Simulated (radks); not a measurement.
# Pm inside a hard spherical wall

One table from this session's results is given with a row withheld; the runs are named, their logs left out.

Program: radks (a radial shooting solver on a logarithmic mesh, Libxc functionals) version 1. Level of theory: scalar-relativistic Kohn-Sham, PBE, spin-polarised, spherical densities, finite nucleus; open shells are filled with parallel spins first. These are calculated values, not measurements, unless marked.

**The atom as given**

```
element            : promethium (Z = 61)
charge             : 0
electrons          : 61
configuration      : [Xe] 4f5 6s2
nuclear rms radius : 4.962 fm
```

Outer shells as boxes (Hund's rule):

Pm
```
[Xe] core
4f [↑ ][↑ ][↑ ][↑ ][↑ ][  ][  ]
6s [↑↓]
```

Set-up of the first run:

Input:

```text
Z 61
configuration [Xe] 4f5 6s2 5d0 6p0 7s0
relativity scalar-relativistic
functional pbe,pbe
spin polarised
nucleus finite rms 4.962 fm
c 137.035999084
```

Among the steps run: The free atom; Wall at 20 bohr; Wall at 12 bohr; Wall at 10 bohr; Wall at 8 bohr; Wall at 5 bohr; Wall at 4 bohr; Wall at 3 bohr; Wall at 2.5 bohr; Wall at 2 bohr; Wall at 1.5 bohr.

One of the session's tables, all rows but one given; the rest of the session is left out.

```
R (bohr)  E − E(free) (eV)  ε(4f) (eV)  ε(5d, empty) (eV)  ε(6p, empty) (eV)  ε(7s, empty) (eV)
    free             0.000      -3.158             -2.000             -1.253                  -
      20             0.000      -3.158             -2.000             -1.252              0.015
      12             0.016      -3.107             -1.954             -1.133              1.233
      10                 ?           ?                  ?                  ?                  ?
       8             0.639      -2.341             -1.258              0.185              6.740
       5             9.886       1.428              2.709              9.477             33.393
       4            29.310       5.918              7.905             23.253             66.669
       3            114.08      19.174             24.248             66.087             157.77
     2.5            261.61      35.270             46.728             122.40             268.14
       2            686.62      67.744             100.78             249.68             504.07
     1.5            2219.8      146.42             260.69             594.64             1107.7
```

Estimate the missing values for R (bohr) = 10.

Worked estimate for «E − E(free) (eV)». A straight line through the neighbours (12, 0.016) and (8, 0.639) gives 0.016 + (0.639 − 0.016) × (10 − 12) / (8 − 12) = 0.328; a parabola fitted to 4 rows on both sides gives 0.302.

**Answer.** E − E(free) (eV): 0.106; ε(4f) (eV): -2.936; ε(5d, empty) (eV): -1.801; ε(6p, empty) (eV): -0.836; ε(7s, empty) (eV): 2.787. In «E − E(free) (eV)» the line misses by +0.222 and the parabola by +0.196. Between these rows the values bend or scatter more than so simple an estimate can follow.

From R = 5 bohr inwards the highest occupied level lies above zero, pushed up by confinement. Shells are not refilled when levels cross, and a hard wall is a model, not a crystal.
